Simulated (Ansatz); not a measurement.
Runs of Ansatz 0.2.0 on LiBi2I2O2. It takes space group P-4m2 (No. 115, tetragonal). Conventional cell: a = 4.233 Å, b = 4.233 Å, c = 10.000 Å, α = 90.00°, β = 90.00°, γ = 90.00°. Around Bi (site symmetry 2mm) lie 4 O at 2.38 Å. I (site symmetry 2mm) is surrounded by 2 Li at 2.76 Å. O (site symmetry -4m2) is surrounded by 4 Bi at 2.38 Å. Around O (site symmetry -4m2) lie 4 Bi at 2.38 Å. Li (site symmetry -4m2) has 4 I at 2.76 Å as nearest neighbours. The cell comes from a database or a generator and needn't be the stable form of this composition.

```tsv
task	level	cell	k mesh	smearing	points for each segment of the path	gap on the mesh (eV)	pressure (GPa)	largest force (eV/Å)
single point	PBE+D3(BJ)	as given	6 × 6 × 3	gaussian 0.05 eV	-	none	(b)	0.05
single point	PBEsol+D3(BJ)	as given	6 × 6 × 3	gaussian 0.05 eV	-	none	-3.9	(c)
single point	revPBE	volume scaled by 0.8	7 × 7 × 3	fermi-dirac 0.05 eV	-	none	21.1	(a)
band structure	PBE	as given	6 × 6 × 3	gaussian 0.05 eV	10	none	0.2	0.05
single point	RPBE	as given	6 × 6 × 3	gaussian 0.05 eV	-	none	2.0	0.17
```

Alike in all rows: potentials or basis Ansatz PAW; no spin polarisation; cutoff (eV) 420.

Q: Fill in the values left out.

A: (a) 3.51; (b) -1.5; (c) 0.20.

Caveats: spin-orbit coupling is left out, which moves the levels of the heavy elements; an odd number of electrons without spin polarisation forces a metal; a magnetic or distorted state may lie lower; the PAW data sets come from PBE, with cores solved anew for the run's functional, which leaves a small shift of forces and pressure (some runs); pairwise dispersion overbinds metals, which lowers pressure and volume (some runs); so large a pressure means that the cell lies far from this level's equilibrium, or that cutoff or potentials fall short (some runs).

A k mesh can miss the band edges, and the runs leave out spin-orbit coupling on Bi, I.

A gap of «none» marks a metal or a gap under the smearing width.
